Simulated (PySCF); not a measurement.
# AlGaF₆, a complex of two parts: interaction energy, part 2 of 2

PySCF 2.14.0. Atoms count from 0, parts from 1. Earlier steps stand in the parts before.

## 7. Interaction energy: 1.60 Å

The job: settings as JSON, then the geometry in Å.

```
{"job": {"kind": "inter", "xc": "HF", "basis": "def2-SVPD"}, "charge": 0, "multiplicity": 1, "parts": [{"atoms": "0-3", "charge": 0, "multiplicity": 1}, {"atoms": "4-7", "charge": 0, "multiplicity": 1}]}
F      0.387846    -0.613613    -1.627093
Al     0.064972    -0.812919    -0.047808
F     -0.991773    -0.145333     0.989740
F      1.634582    -0.859246     0.788997
F      2.866651    -3.367019     0.163725
Ga     1.709567    -2.579352     1.152144
F      0.025233    -2.392058     0.212369
F      1.429820    -2.839600     2.822367
```

Level: HF/def2-SVPD interaction energy, counterpoise and uncorrected, gas phase.

What it wrote:

```text
part 1, own basis, geometry of the cluster: E = -540.1365153476 (as before)

part 2, own basis, geometry of the cluster: E = -2221.1872743339 (as before)

part 1, own basis, relaxed alone: E = -540.1674516040 (as before)

part 2, own basis, relaxed alone: E = -2221.2196782699 (as before)

cluster
final grid: 10568 points
cycle   1  E = -2761.4309434085  dE = -1.178e-01  |g| = 1.583e-01  |ddm| = 2.205e+00
cycle   2  E = -2761.4408507239  dE = -9.907e-03  |g| = 5.733e-02  |ddm| = 4.303e-01
cycle   3  E = -2761.4423978262  dE = -1.547e-03  |g| = 2.863e-02  |ddm| = 1.223e-01
cycle   4  E = -2761.4426530591  dE = -2.552e-04  |g| = 6.640e-03  |ddm| = 4.372e-02
cycle   5  E = -2761.4426736306  dE = -2.057e-05  |g| = 1.561e-03  |ddm| = 1.356e-02
cycle   6  E = -2761.4426750447  dE = -1.414e-06  |g| = 3.107e-04  |ddm| = 4.086e-03
cycle   7  E = -2761.4426750888  dE = -4.402e-08  |g| = 1.415e-04  |ddm| = 5.949e-04
cycle   8  E = -2761.4426750950  dE = -6.240e-09  |g| = 3.194e-05  |ddm| = 1.989e-04
cycle   9  E = -2761.4426750956  dE = -5.643e-10  |g| = 7.526e-06  |ddm| = 6.678e-05
converged SCF energy = -2761.4426750956

part 1 in the basis of the cluster
final grid: 10568 points
cycle   1  E = -540.1397669784  dE = -3.227e-03  |g| = 1.143e-02  |ddm| = 1.202e+00
cycle   2  E = -540.1398004684  dE = -3.349e-05  |g| = 1.502e-03  |ddm| = 1.428e-01
cycle   3  E = -540.1398011644  dE = -6.961e-07  |g| = 3.054e-04  |ddm| = 2.026e-02
cycle   4  E = -540.1398011825  dE = -1.806e-08  |g| = 1.213e-04  |ddm| = 5.832e-04
cycle   5  E = -540.1398011863  dE = -3.827e-09  |g| = 2.504e-05  |ddm| = 2.534e-04
cycle   6  E = -540.1398011867  dE = -4.017e-10  |g| = 6.626e-06  |ddm| = 5.174e-05
converged SCF energy = -540.1398011867

part 2 in the basis of the cluster
final grid: 10568 points
cycle   1  E = -2221.1900474769  dE = -2.751e-03  |g| = 1.032e-02  |ddm| = 1.426e+00
cycle   2  E = -2221.1900759318  dE = -2.845e-05  |g| = 1.588e-03  |ddm| = 2.032e-01
cycle   3  E = -2221.1900766190  dE = -6.872e-07  |g| = 6.133e-04  |ddm| = 3.106e-02
cycle   4  E = -2221.1900766691  dE = -5.017e-08  |g| = 1.062e-04  |ddm| = 1.051e-03
cycle   5  E = -2221.1900766741  dE = -4.934e-09  |g| = 3.957e-05  |ddm| = 4.824e-04
cycle   6  E = -2221.1900766747  dE = -6.389e-10  |g| = 1.818e-05  |ddm| = 6.188e-05
converged SCF energy = -2221.1900766747

Interaction energy (kcal/mol)
  counterpoise      -70.781
  uncorrected       -74.572
  dispersion part     0.000
  deformation        39.747
  binding           -31.035

Decomposition of the uncorrected value (kcal/mol)
  electrostatic    -195.934
  Pauli             202.615
  orbital           -81.254
  dispersion          0.000

Charge of each part in the cluster: 0.042 -0.042
```

It took 5.6 s on 1 thread of Intel Xeon 6975P-C, shared host; peak memory 0.41 GiB.

In short: -70.78 kcal/mol with counterpoise, basis-set superposition error 3.79.

## 8. Interaction energy: 2.67 Å

Settings changed since step 7:

```diff
@@ -5,5 +5,5 @@
 F      1.634582    -0.859246     0.788997
-F      2.866651    -3.367019     0.163725
-Ga     1.709567    -2.579352     1.152144
-F      0.025233    -2.392058     0.212369
-F      1.429820    -2.839600     2.822367
+F      2.840158    -4.419778     0.337176
+Ga     1.683074    -3.632111     1.325595
+F     -0.001261    -3.444817     0.385821
+F      1.403327    -3.892359     2.995819
```

Level: HF/def2-SVPD interaction energy, counterpoise and uncorrected, gas phase.

What it wrote:

```text
part 1, own basis, geometry of the cluster: E = -540.1365153476 (as before)

part 2, own basis, geometry of the cluster: E = -2221.1872741896 (as before)

part 1, own basis, relaxed alone: E = -540.1674516040 (as before)

part 2, own basis, relaxed alone: E = -2221.2196782699 (as before)

cluster
final grid: 10568 points
cycle   1  E = -2761.3729264646  dE = -1.362e-02  |g| = 4.993e-02  |ddm| = 7.454e-01
cycle   2  E = -2761.3745338305  dE = -1.607e-03  |g| = 2.133e-02  |ddm| = 1.293e-01
cycle   3  E = -2761.3748833593  dE = -3.495e-04  |g| = 1.084e-02  |ddm| = 5.112e-02
cycle   4  E = -2761.3749348155  dE = -5.146e-05  |g| = 3.056e-03  |ddm| = 1.712e-02
cycle   5  E = -2761.3749401069  dE = -5.291e-06  |g| = 7.167e-04  |ddm| = 5.710e-03
cycle   6  E = -2761.3749404319  dE = -3.250e-07  |g| = 1.996e-04  |ddm| = 1.688e-03
cycle   7  E = -2761.3749404460  dE = -1.413e-08  |g| = 8.049e-05  |ddm| = 2.898e-04
cycle   8  E = -2761.3749404489  dE = -2.822e-09  |g| = 1.680e-05  |ddm| = 1.451e-04
cycle   9  E = -2761.3749404490  dE = -1.810e-10  |g| = 6.667e-06  |ddm| = 4.015e-05
converged SCF energy = -2761.3749404490

part 1 in the basis of the cluster
final grid: 10568 points
cycle   1  E = -540.1372428401  dE = -7.233e-04  |g| = 4.382e-03  |ddm| = 4.457e-01
cycle   2  E = -540.1372496531  dE = -6.813e-06  |g| = 6.080e-04  |ddm| = 4.871e-02
cycle   3  E = -540.1372498175  dE = -1.644e-07  |g| = 1.734e-04  |ddm| = 7.077e-03
cycle   4  E = -540.1372498231  dE = -5.566e-09  |g| = 4.958e-05  |ddm| = 2.581e-04
cycle   5  E = -540.1372498238  dE = -7.585e-10  |g| = 1.011e-05  |ddm| = 1.140e-04
converged SCF energy = -540.1372498238

part 2 in the basis of the cluster
final grid: 10568 points
cycle   1  E = -2221.1879394690  dE = -6.602e-04  |g| = 4.159e-03  |ddm| = 5.307e-01
cycle   2  E = -2221.1879461598  dE = -6.691e-06  |g| = 6.475e-04  |ddm| = 6.100e-02
cycle   3  E = -2221.1879463237  dE = -1.640e-07  |g| = 2.559e-04  |ddm| = 8.709e-03
cycle   4  E = -2221.1879463339  dE = -1.019e-08  |g| = 5.007e-05  |ddm| = 3.603e-04
cycle   5  E = -2221.1879463350  dE = -1.127e-09  |g| = 1.925e-05  |ddm| = 1.266e-04
cycle   6  E = -2221.1879463352  dE = -1.792e-10  |g| = 9.347e-06  |ddm| = 2.807e-05
converged SCF energy = -2221.1879463352

Interaction energy (kcal/mol)
  counterpoise      -31.215
  uncorrected       -32.092
  dispersion part     0.000
  deformation        39.747
  binding             8.532

Decomposition of the uncorrected value (kcal/mol)
  electrostatic     -27.657
  Pauli               5.373
  orbital            -9.809
  dispersion          0.000

Charge of each part in the cluster: -0.003 0.003
```

Wall time 5.5 s (1 thread of Intel Xeon 6975P-C, shared host); peak memory 0.41 GiB.

Counterpoise interaction energy: -31.21 kcal/mol.

## 9. Counterpoise and decomposition: 1.51 Å

Settings changed since step 8:

```diff
@@ -5,5 +5,5 @@
 F      1.634582    -0.859246     0.788997
-F      2.840158    -4.419778     0.337176
-Ga     1.683074    -3.632111     1.325595
-F     -0.001261    -3.444817     0.385821
-F      1.403327    -3.892359     2.995819
+F      2.868858    -3.279289     0.149271
+Ga     1.711775    -2.491622     1.137689
+F      0.027440    -2.304328     0.197915
+F      1.432028    -2.751870     2.807913
```

Level: HF/def2-SVPD interaction energy, counterpoise and uncorrected, gas phase.

What it wrote:

```text
part 1, own basis, geometry of the cluster: E = -540.1365153476 (as before)

part 2, own basis, geometry of the cluster: E = -2221.1872743339 (as before)

part 1, own basis, relaxed alone: E = -540.1674516040 (as before)

part 2, own basis, relaxed alone: E = -2221.2196782699 (as before)

cluster
final grid: 10568 points
cycle   1  E = -2761.3945259162  dE = -1.372e-01  |g| = 1.715e-01  |ddm| = 2.150e+00
cycle   2  E = -2761.4050405383  dE = -1.051e-02  |g| = 6.045e-02  |ddm| = 4.621e-01
cycle   3  E = -2761.4065616500  dE = -1.521e-03  |g| = 3.116e-02  |ddm| = 1.224e-01
cycle   4  E = -2761.4068558772  dE = -2.942e-04  |g| = 6.752e-03  |ddm| = 5.088e-02
cycle   5  E = -2761.4068778009  dE = -2.192e-05  |g| = 1.666e-03  |ddm| = 1.425e-02
cycle   6  E = -2761.4068793519  dE = -1.551e-06  |g| = 4.560e-04  |ddm| = 4.484e-03
cycle   7  E = -2761.4068794153  dE = -6.340e-08  |g| = 1.678e-04  |ddm| = 6.133e-04
cycle   8  E = -2761.4068794269  dE = -1.160e-08  |g| = 3.370e-05  |ddm| = 3.107e-04
cycle   9  E = -2761.4068794275  dE = -6.221e-10  |g| = 1.227e-05  |ddm| = 7.101e-05
converged SCF energy = -2761.4068794275

part 1 in the basis of the cluster
final grid: 10568 points
cycle   1  E = -540.1402771886  dE = -3.734e-03  |g| = 1.252e-02  |ddm| = 1.262e+00
cycle   2  E = -540.1403171629  dE = -3.997e-05  |g| = 1.673e-03  |ddm| = 1.528e-01
cycle   3  E = -540.1403180170  dE = -8.541e-07  |g| = 3.603e-04  |ddm| = 2.227e-02
cycle   4  E = -540.1403180421  dE = -2.509e-08  |g| = 1.384e-04  |ddm| = 6.805e-04
cycle   5  E = -540.1403180473  dE = -5.187e-09  |g| = 2.965e-05  |ddm| = 3.105e-04
cycle   6  E = -540.1403180478  dE = -5.645e-10  |g| = 7.846e-06  |ddm| = 6.159e-05
converged SCF energy = -540.1403180478

part 2 in the basis of the cluster
final grid: 10568 points
cycle   1  E = -2221.1903926787  dE = -3.094e-03  |g| = 1.110e-02  |ddm| = 1.411e+00
cycle   2  E = -2221.1904247311  dE = -3.205e-05  |g| = 1.709e-03  |ddm| = 2.038e-01
cycle   3  E = -2221.1904255169  dE = -7.858e-07  |g| = 6.587e-04  |ddm| = 3.195e-02
cycle   4  E = -2221.1904255760  dE = -5.904e-08  |g| = 1.187e-04  |ddm| = 1.109e-03
cycle   5  E = -2221.1904255819  dE = -5.958e-09  |g| = 4.327e-05  |ddm| = 5.449e-04
cycle   6  E = -2221.1904255827  dE = -7.440e-10  |g| = 1.970e-05  |ddm| = 6.846e-05
converged SCF energy = -2221.1904255827

Interaction energy (kcal/mol)
  counterpoise      -47.776
  uncorrected       -52.107
  dispersion part     0.000
  deformation        39.747
  binding            -8.029

Decomposition of the uncorrected value (kcal/mol)
  electrostatic    -242.269
  Pauli             284.006
  orbital           -93.844
  dispersion          0.000

Charge of each part in the cluster: 0.052 -0.052
```

It took 5.6 s on 1 thread of Intel Xeon 6975P-C, shared host; peak memory 0.41 GiB.

Counterpoise interaction energy: -47.78 kcal/mol.

## 10. Interaction energy: 1.42 Å

Settings changed since step 9:

```diff
@@ -5,5 +5,5 @@
 F      1.634582    -0.859246     0.788997
-F      2.868858    -3.279289     0.149271
-Ga     1.711775    -2.491622     1.137689
-F      0.027440    -2.304328     0.197915
-F      1.432028    -2.751870     2.807913
+F      2.871066    -3.191559     0.134816
+Ga     1.713982    -2.403893     1.123235
+F      0.029648    -2.216598     0.183461
+F      1.434236    -2.664140     2.793459
```

With the program's defaults for keys left out, this is: HF/def2-SVPD interaction energy, counterpoise and uncorrected, gas phase.

What it wrote:

```text
part 1, own basis, geometry of the cluster: E = -540.1365153476 (as before)

part 2, own basis, geometry of the cluster: E = -2221.1872741896 (as before)

part 1, own basis, relaxed alone: E = -540.1674516040 (as before)

part 2, own basis, relaxed alone: E = -2221.2196782699 (as before)

cluster
final grid: 10568 points
cycle   1  E = -2761.3266829548  dE = -1.595e-01  |g| = 1.874e-01  |ddm| = 2.144e+00
cycle   2  E = -2761.3378289273  dE = -1.115e-02  |g| = 6.514e-02  |ddm| = 5.013e-01
cycle   3  E = -2761.3393478506  dE = -1.519e-03  |g| = 3.370e-02  |ddm| = 1.208e-01
cycle   4  E = -2761.3396871295  dE = -3.393e-04  |g| = 6.926e-03  |ddm| = 6.002e-02
cycle   5  E = -2761.3397107910  dE = -2.366e-05  |g| = 1.894e-03  |ddm| = 1.523e-02
cycle   6  E = -2761.3397125321  dE = -1.741e-06  |g| = 6.892e-04  |ddm| = 4.812e-03
cycle   7  E = -2761.3397126549  dE = -1.228e-07  |g| = 1.670e-04  |ddm| = 8.570e-04
cycle   8  E = -2761.3397126699  dE = -1.502e-08  |g| = 4.236e-05  |ddm| = 3.814e-04
cycle   9  E = -2761.3397126706  dE = -7.303e-10  |g| = 1.724e-05  |ddm| = 7.187e-05
converged SCF energy = -2761.3397126706

part 1 in the basis of the cluster
final grid: 10568 points
cycle   1  E = -540.1408523118  dE = -4.306e-03  |g| = 1.370e-02  |ddm| = 1.299e+00
cycle   2  E = -540.1408999984  dE = -4.769e-05  |g| = 1.863e-03  |ddm| = 1.591e-01
cycle   3  E = -540.1409010513  dE = -1.053e-06  |g| = 4.103e-04  |ddm| = 2.388e-02
cycle   4  E = -540.1409010844  dE = -3.309e-08  |g| = 1.579e-04  |ddm| = 7.953e-04
cycle   5  E = -540.1409010913  dE = -6.906e-09  |g| = 3.462e-05  |ddm| = 3.704e-04
cycle   6  E = -540.1409010921  dE = -7.713e-10  |g| = 9.065e-06  |ddm| = 7.268e-05
converged SCF energy = -540.1409010921

part 2 in the basis of the cluster
final grid: 10568 points
cycle   1  E = -2221.1907643954  dE = -3.463e-03  |g| = 1.193e-02  |ddm| = 1.370e+00
cycle   2  E = -2221.1908005428  dE = -3.615e-05  |g| = 1.845e-03  |ddm| = 1.974e-01
cycle   3  E = -2221.1908014421  dE = -8.993e-07  |g| = 7.186e-04  |ddm| = 3.152e-02
cycle   4  E = -2221.1908015124  dE = -7.029e-08  |g| = 1.298e-04  |ddm| = 1.141e-03
cycle   5  E = -2221.1908015194  dE = -6.956e-09  |g| = 4.665e-05  |ddm| = 5.801e-04
cycle   6  E = -2221.1908015202  dE = -8.531e-10  |g| = 2.121e-05  |ddm| = 7.491e-05
converged SCF energy = -2221.1908015202

Interaction energy (kcal/mol)
  counterpoise       -5.026
  uncorrected        -9.955
  dispersion part     0.000
  deformation        39.747
  binding            34.720

Decomposition of the uncorrected value (kcal/mol)
  electrostatic    -301.611
  Pauli             399.942
  orbital          -108.287
  dispersion          0.000

Charge of each part in the cluster: 0.064 -0.064
```

Wall time 5.7 s (1 thread of Intel Xeon 6975P-C, shared host); peak memory 0.41 GiB.

In short: -5.03 kcal/mol with counterpoise, basis-set superposition error 4.93.

## 11. Interaction energy: 3.56 Å

Settings changed since step 10:

```diff
@@ -5,5 +5,5 @@
 F      1.634582    -0.859246     0.788997
-F      2.871066    -3.191559     0.134816
-Ga     1.713982    -2.403893     1.123235
-F      0.029648    -2.216598     0.183461
-F      1.434236    -2.664140     2.793459
+F      2.818080    -5.297077     0.481719
+Ga     1.660996    -4.509410     1.470138
+F     -0.023338    -4.322116     0.530364
+F      1.381250    -4.769658     3.140362
```

Method: HF/def2-SVPD interaction energy, counterpoise and uncorrected, gas phase.

What it wrote:

```text
part 1, own basis, geometry of the cluster: E = -540.1365153476 (as before)

part 2, own basis, geometry of the cluster: E = -2221.1872743339 (as before)

part 1, own basis, relaxed alone: E = -540.1674516040 (as before)

part 2, own basis, relaxed alone: E = -2221.2196782699 (as before)

cluster
final grid: 10568 points
cycle   1  E = -2761.3391754722  dE = -2.225e-03  |g| = 1.840e-02  |ddm| = 3.948e-01
cycle   2  E = -2761.3393515453  dE = -1.761e-04  |g| = 7.728e-03  |ddm| = 6.362e-02
cycle   3  E = -2761.3393821856  dE = -3.064e-05  |g| = 4.626e-03  |ddm| = 1.583e-02
cycle   4  E = -2761.3393915802  dE = -9.395e-06  |g| = 1.019e-03  |ddm| = 8.728e-03
cycle   5  E = -2761.3393924363  dE = -8.561e-07  |g| = 3.003e-04  |ddm| = 2.350e-03
cycle   6  E = -2761.3393924993  dE = -6.300e-08  |g| = 1.248e-04  |ddm| = 7.282e-04
cycle   7  E = -2761.3393925049  dE = -5.577e-09  |g| = 3.344e-05  |ddm| = 1.665e-04
cycle   8  E = -2761.3393925055  dE = -6.653e-10  |g| = 6.950e-06  |ddm| = 7.987e-05
converged SCF energy = -2761.3393925055

part 1 in the basis of the cluster
final grid: 10568 points
cycle   1  E = -540.1368449260  dE = -3.288e-04  |g| = 2.623e-03  |ddm| = 2.124e-01
cycle   2  E = -540.1368478844  dE = -2.958e-06  |g| = 3.679e-04  |ddm| = 2.138e-02
cycle   3  E = -540.1368479628  dE = -7.839e-08  |g| = 9.738e-05  |ddm| = 3.122e-03
cycle   4  E = -540.1368479649  dE = -2.066e-09  |g| = 3.571e-05  |ddm| = 1.523e-04
cycle   5  E = -540.1368479652  dE = -3.588e-10  |g| = 6.402e-06  |ddm| = 6.708e-05
converged SCF energy = -540.1368479652

part 2 in the basis of the cluster
final grid: 10568 points
cycle   1  E = -2221.1875828463  dE = -3.074e-04  |g| = 2.550e-03  |ddm| = 2.642e-01
cycle   2  E = -2221.1875860191  dE = -3.173e-06  |g| = 3.976e-04  |ddm| = 2.828e-02
cycle   3  E = -2221.1875861002  dE = -8.113e-08  |g| = 1.469e-04  |ddm| = 3.892e-03
cycle   4  E = -2221.1875861039  dE = -3.667e-09  |g| = 3.351e-05  |ddm| = 1.570e-04
cycle   5  E = -2221.1875861044  dE = -4.948e-10  |g| = 1.165e-05  |ddm| = 8.095e-05
converged SCF energy = -2221.1875861044

Interaction energy (kcal/mol)
  counterpoise       -9.387
  uncorrected        -9.790
  dispersion part     0.000
  deformation        39.747
  binding            30.360

Decomposition of the uncorrected value (kcal/mol)
  electrostatic      -8.549
  Pauli               0.292
  orbital            -1.533
  dispersion          0.000

Charge of each part in the cluster: -0.001 0.001
```

Run time: 5.1 s. Hardware: 1 thread of Intel Xeon 6975P-C, shared host; peak memory 0.41 GiB.

In short: -9.39 kcal/mol with counterpoise, basis-set superposition error 0.40.

## 12. Counterpoise and decomposition: 5.34 Å

Settings changed since step 11:

```diff
@@ -5,5 +5,5 @@
 F      1.634582    -0.859246     0.788997
-F      2.818080    -5.297077     0.481719
-Ga     1.660996    -4.509410     1.470138
-F     -0.023338    -4.322116     0.530364
-F      1.381250    -4.769658     3.140362
+F      2.773925    -7.051675     0.770805
+Ga     1.616841    -6.264009     1.759224
+F     -0.067493    -6.076714     0.819450
+F      1.337095    -6.524256     3.429448
```

Level: HF/def2-SVPD interaction energy, counterpoise and uncorrected, gas phase.

What it wrote:

```text
part 1, own basis, geometry of the cluster: E = -540.1365153476 (as before)

part 2, own basis, geometry of the cluster: E = -2221.1872741896 (as before)

part 1, own basis, relaxed alone: E = -540.1674516040 (as before)

part 2, own basis, relaxed alone: E = -2221.2196782699 (as before)

cluster
final grid: 10568 points
cycle   1  E = -2761.3261990139  dE = -2.525e-04  |g| = 5.109e-03  |ddm| = 1.724e-01
cycle   2  E = -2761.3262097372  dE = -1.072e-05  |g| = 2.153e-03  |ddm| = 1.851e-02
cycle   3  E = -2761.3262114180  dE = -1.681e-06  |g| = 1.202e-03  |ddm| = 3.088e-03
cycle   4  E = -2761.3262120128  dE = -5.948e-07  |g| = 2.774e-04  |ddm| = 1.817e-03
cycle   5  E = -2761.3262120853  dE = -7.244e-08  |g| = 8.688e-05  |ddm| = 7.343e-04
cycle   6  E = -2761.3262120903  dE = -5.064e-09  |g| = 3.835e-05  |ddm| = 1.826e-04
cycle   7  E = -2761.3262120909  dE = -5.966e-10  |g| = 8.689e-06  |ddm| = 5.858e-05
converged SCF energy = -2761.3262120909

part 1 in the basis of the cluster
final grid: 10568 points
cycle   1  E = -540.1365891232  dE = -7.370e-05  |g| = 1.134e-03  |ddm| = 1.034e-01
cycle   2  E = -540.1365898705  dE = -7.473e-07  |g| = 1.669e-04  |ddm| = 1.003e-02
cycle   3  E = -540.1365898891  dE = -1.861e-08  |g| = 3.808e-05  |ddm| = 1.365e-03
cycle   4  E = -540.1365898894  dE = -3.190e-10  |g| = 1.440e-05  |ddm| = 4.121e-05
converged SCF energy = -540.1365898894

part 2 in the basis of the cluster
final grid: 10568 points
cycle   1  E = -2221.1873632564  dE = -8.882e-05  |g| = 1.359e-03  |ddm| = 1.388e-01
cycle   2  E = -2221.1873643614  dE = -1.105e-06  |g| = 1.976e-04  |ddm| = 1.449e-02
cycle   3  E = -2221.1873643866  dE = -2.516e-08  |g| = 4.501e-05  |ddm| = 1.914e-03
cycle   4  E = -2221.1873643870  dE = -4.447e-10  |g| = 1.676e-05  |ddm| = 4.516e-05
converged SCF energy = -2221.1873643870

Interaction energy (kcal/mol)
  counterpoise       -1.417
  uncorrected        -1.520
  dispersion part     0.000
  deformation        39.747
  binding            38.330

Decomposition of the uncorrected value (kcal/mol)
  electrostatic      -1.352
  Pauli              -0.001
  orbital            -0.167
  dispersion          0.000

Charge of each part in the cluster: -0.000 0.000
```

It took 4.5 s on 1 thread of Intel Xeon 6975P-C, shared host; peak memory 0.41 GiB.

Counterpoise interaction energy: -1.42 kcal/mol.

## 13. The curve

Energies in kcal/mol, with wall time:

| distance | counterpoise | BSSE | electrostatic | Pauli | orbital | time |
| --- | --- | --- | --- | --- | --- | --- |
| 1.42 Å | -5.03 | 4.93 | -301.6 | 399.9 | -108.3 | 5.7 s |
| 1.51 Å | -47.78 | 4.33 | -242.3 | 284.0 | -93.84 | 5.6 s |
| 1.60 Å | -70.78 | 3.79 | -195.9 | 202.6 | -81.25 | 5.6 s |
| 1.69 Å | -81.28 | 3.32 | -159.7 | 145.2 | -70.09 | 5.7 s |
| 1.78 Å | -83.96 | 2.90 | -131.3 | 104.6 | -60.15 | 7.3 s |
| 1.87 Å | -81.92 | 2.53 | -108.9 | 75.79 | -51.30 | 5.7 s |
| 1.96 Å | -77.17 | 2.21 | -91.16 | 55.25 | -43.47 | 6.2 s |
| 2.22 Å | -57.71 | 1.49 | -55.90 | 22.25 | -25.56 | 5.4 s |
| 2.67 Å | -31.21 | 0.88 | -27.66 | 5.37 | -9.81 | 5.5 s |
| 3.56 Å | -9.39 | 0.40 | -8.55 | 0.29 | -1.53 | 5.1 s |
| 5.34 Å | -1.42 | 0.10 | -1.35 | 0.00 | -0.17 | 4.5 s |

## 14. Summary of results

The summary covers parts 1 to 2.

| quantity | value |
| --- | --- |
| lowest point of the scan | -83.96 kcal/mol at 1.78 Å |

What this shows: Along the rigid scan the energy is lowest at Al1···F6 = 1.78 Å (-83.96 kcal/mol), and -1.42 remains at 5.34 Å. Tight-binding geometries are rough for metal atoms; that holds for every run here that uses one unrelaxed.
